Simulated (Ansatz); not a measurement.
**ClGeHS: up Jacob's ladder to CCSD(T)**

How much do the methods differ for ClGeHS? The plan is to run it at one geometry with functionals of several rungs and with coupled cluster, and see how far each lands from CCSD(T) at the basis-set limit for the atomisation energy.

The runs use Ansatz 0.2.0, Gaussian basis; functionals in def2-TZVPP, the program's frozen cores in correlated methods.

Plan: LDA (SPW92), PBE-D4, revPBE-D4, BLYP-D4, r2SCAN-D4, B97M-V, PBE0-D4, B3LYP-D4, r2SCANh-D4, r2SCAN0-D4, HSE06-D4, BHLYP-D4, CAM-B3LYP-D4, LC-ωPBE, ωB97X-V, ωB97M-V, B2PLYP, PBE-QIDH; CCSD(T)/def2-SVP; CCSD(T)/def2-TZVPP; MP2/def2-QZVPP; extrapolation to the limit; RPA on PBE.

## 1. The geometry

An earlier PBE0-D4 in a triple-zeta def2 set relaxation fixed the geometry.

SMILES `[SH][Ge][Cl]`, 4 atoms, charge 0, spin multiplicity 1.

Atoms are counted from 1 here; the program's logs count them from 0.

Bond lengths: S1–Ge2 2.239 Å, S1–H4 1.344 Å, Ge2–Cl3 2.198 Å. Angles: Ge2–S1–H4 96.1°, S1–Ge2–Cl3 99.3°.

## 2. LDA

This LDA is Slater exchange with PW92 correlation.

in.yaml reads:

```yaml
crystal:
  periodic: [false, false, false]
  atoms:
    - {symbol: S, position_ang: [-0.385480, 1.212984, -0.694409]}
    - {symbol: Ge, position_ang: [-1.012794, -0.895599, -0.279273]}
    - {symbol: Cl, position_ang: [0.689517, -1.536003, 0.954535]}
    - {symbol: H, position_ang: [0.764358, 1.158318, -0.001253]}
basis:
  gaussian: {orbitals: def2-TZVPP}
hamiltonian: {xc: lda}
output: {orbitals: {seedname: orbitals}}
```

On the command line:

```sh
$ ansatz run in.yaml --threads 4 --pin off --events-out ev --progress --plain --max-ram 10444MiB
```

Further steps of the session: PBE-D4 (GGA); revPBE-D4 (GGA); BLYP-D4 (GGA); r2SCAN-D4 (meta-GGA); B97M-V (meta-GGA); PBE0-D4 (hybrid); B3LYP-D4 (hybrid); r2SCANh-D4 (hybrid); r2SCAN0-D4 (hybrid); HSE06-D4 (hybrid); BHLYP-D4 (hybrid); CAM-B3LYP-D4 (range-separated); LC-ωPBE (range-separated); ωB97X-V (range-separated); ωB97M-V (range-separated); B2PLYP (double hybrid); PBE-QIDH (double hybrid); CCSD(T) in def2-SVP; CCSD(T) in def2-TZVPP; MP2 in def2-QZVPP; RPA on PBE orbitals.

Q: Predict the results of all the runs planned. Wanted: atomisation energy, CCSD(T)/CBS; farthest beyond LDA; mean size of error, GGA; mean size of error, meta-GGA; mean size of error, hybrid; mean size of error, range-separated; mean size of error, double hybrid; gap, smallest and largest; T1 diagnostic.

The runs gave:

| quantity | value |
| --- | --- |
| atomisation energy, CCSD(T)/CBS | 1106.2 kJ/mol |
| functionals within 11.1 kJ/mol (1.0 %) | revPBE-D4, BLYP-D4, PBE0-D4, B3LYP-D4, r2SCANh-D4, HSE06-D4, ωB97X-V, ωB97M-V |
| farthest beyond LDA | BHLYP-D4 (-56.2 kJ/mol) |
| mean size of error, GGA | 12.5 kJ/mol |
| mean size of error, meta-GGA | 19.7 kJ/mol |
| mean size of error, hybrid | 16.1 kJ/mol |
| mean size of error, range-separated | 20.8 kJ/mol |
| mean size of error, double hybrid | 24.9 kJ/mol |
| gap, smallest and largest | 3.04 eV (LDA (SPW92)), 9.44 eV (LC-ωPBE) |
| T1 diagnostic | 0.0137 |
| triples share of the correlation energy | 4.5 % |

What this shows: The LDA atomisation energy is off by 195.1 kJ/mol (18 %): it overbinds. PBE-D4 is off by +34.2 kJ/mol. Double hybrids carry the basis error of their MP2 part in triple zeta, and no dispersion term here, so their miss is partly the set-up's. By mean error the best rung here is GGA (12.5 kJ/mol) and the worst beyond LDA is double hybrid (24.9 kJ/mol). The gap between the best rungs is small, so their order is not settled. Misses under about 11.1 kJ/mol are within the doubt on the reference itself, which lacks core-valence correlation, relativity and higher excitations, and its outer-core shells are covered unevenly. Hartree-Fock recovers 66 % of the binding; the rest is correlation. CCSD(T) in def2-SVP is off by -129.2 kJ/mol, more than most functionals: a good method in a small basis is no reference. The gap grows from 3.0 to 9.4 eV across the functionals, mostly with the share of exact exchange. Correlated methods include outer-core shells of Ge, which these sets cover unevenly.
